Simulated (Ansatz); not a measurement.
## BaSrI4, space group P4/mmm: a calculation of the elastic constants, step by step

Computed with Ansatz 0.2.0 through its Python package.

Run as a notebook:

In [1]:
```python
from dataclasses import replace
import warnings

import ansatz as az
from ase import Atoms
import numpy as np

warnings.simplefilter('ignore', az.DeckWarning)
```

In [2]:
```python
atoms = Atoms(
    ['Ba', 'Sr', 'I', 'I', 'I', 'I'],
    scaled_positions=[
        (0.5, 0.5, 0.0),
        (0.0, 0.0, 0.5),
        (0.0, 0.5, 0.25794),
        (0.5, 0.0, 0.25794),
        (0.0, 0.5, 0.74206),
        (0.5, 0.0, 0.74206),
    ],
    cell=[
        (5.80709, 0.0, 0.0),
        (0.0, 5.80709, 0.0),
        (0.0, 0.0, 8.25103),
    ],
    pbc=True,
)
xtal = az.Crystal.from_ase(atoms)
```

In [3]:
```python
xtal.resolved().sites[-1]
```
Out [3]:
```text
Site(symbol='I', position=(0.5, 0.0, 0.74206), moment=None, axis=None, held=None, saved=None)
```

In [4]:
```python
setup = (
    xtal.calculation()
    .functional('lda')
    .pseudopotentials('paw')
    .basis(510)
    .occupations('fixed')
    .kpoints(4, 4, 4)
)
# first bring the cell to zero stress
rest = setup.relax(cell=True).run(threads=1).lattice
relaxed = az.Crystal(lattice=az.Lattice.of(rest.cell_ang))
for site in rest.sites:
    relaxed = relaxed.atom(site.symbol, site.position_frac)
setup = replace(setup, crystal=relaxed)
print('relaxed volume {:.3f} A^3'.format(abs(np.linalg.det(rest.cell_ang))))
outcome = setup.elastic('clamped_ion').run(threads=1)
elastic = outcome.elastic
```
```text
relaxed volume 247.901 A^3
```

In [5]:
```python
print('C_ij (GPa), Voigt order xx yy zz yz xz xy')
for row in elastic.c_gpa:
    print(' '.join(f'{value:8.1f}' for value in row))
print('smallest eigenvalue of C:', round(elastic.stability.min_eigenvalue_gpa, 1), 'GPa; tensor positive definite:', elastic.stability.min_eigenvalue_gpa > 0)
# averaged moduli need a positive definite tensor
if elastic.stability.min_eigenvalue_gpa > 0:
    m = elastic.moduli
    print(f'K = {m.k_hill_gpa:.1f}, G = {m.g_hill_gpa:.1f}, E = {m.youngs_gpa:.1f} GPa, Poisson ratio {m.poisson:.3f}, K/G = {m.k_hill_gpa / m.g_hill_gpa:.2f}')
```
```text
C_ij (GPa), Voigt order xx yy zz yz xz xy
    44.5     22.1     14.0      0.0      0.0      0.0
    22.1     44.5     14.0      0.0      0.0      0.0
    14.0     14.0     53.1      0.0      0.0      0.0
     0.0      0.0      0.0     11.4      0.0      0.0
     0.0      0.0      0.0      0.0     11.4      0.0
     0.0     -0.0     -0.0      0.0      0.0     19.4
smallest eigenvalue of C: 11.4 GPa; tensor positive definite: True
K = 26.9, G = 14.1, E = 35.9 GPa, Poisson ratio 0.278, K/G = 1.92
```

Reading the output:
- Under fixed occupations the level called the Fermi level is the highest filled one on the SCF mesh; off the mesh a filled band can lie a little above it.
- A positive definite tensor excludes instabilities under uniform strain alone; phonons elsewhere in the zone can still be imaginary.
- These are clamped-ion constants: where atoms have free coordinates under strain, the relaxed-ion ones can be far smaller or negative, so this tensor doesn't settle whether the crystal is stable.
- The structure comes from a database of computed cells and needn't be a stable or known phase.
- The constants belong to the cell that was strained; where it wasn't relaxed first it may be under stress.
- Hardware and time: 15 min on 1 thread of Arm Neoverse N1, with other jobs on the host, peak memory 0.89 GiB.

(A comment or docstring line of the script was reworded after the run, the code is as it ran.)
